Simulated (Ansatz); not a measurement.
HfMoC2:

```
Hf Mo C
1.0
     3.19142    0.00000    0.00000
     0.00000    3.19142    0.00000
     0.00000    0.00000    4.48516
Hf Mo C
1 1 2
Direct
  0.00000 0.00000 0.00000
  0.50000 0.50000 0.50000
  0.50000 0.50000 0.00000
  0.00000 0.00000 0.50000
```

The cell comes from a database or a generator and needn't be the stable form of this composition.

Base run:

| Item | Value |
| --- | --- |
| Program | Ansatz 0.2.0 |
| Functional | r2SCAN |
| Potentials or basis | Ansatz PAW |
| Cutoff | 500 eV (not typed: the program's choice for these potentials) |
| k mesh | 8 × 8 × 6 |
| Occupations | fermi-dirac, width 0.05 eV |
| Spin | no spin polarisation |
| Hubbard terms | Hf d U = 2 eV, Mo d U = 2 eV |

Its results: band gap on the k mesh none (metal or under the smearing width); pressure -1.0 GPa.

Task: The run is repeated on the same cell with these changes: hubbard terms from Hf d U = 2 eV, Mo d U = 2 eV to Hf d U = 5 eV, Mo d U = 5 eV. What comes out?

Result: Band gap on the k mesh none (metal or under the smearing width); pressure 3.9 GPa.

Caveats: U without spin polarisation on a metal has little footing; the PAW data sets come from PBE, with cores solved anew for the run's functional, which leaves a small shift of forces and pressure; the U is typed as a test and isn't derived for this compound; the density of states is complete only up to the lowest level of the last band computed.
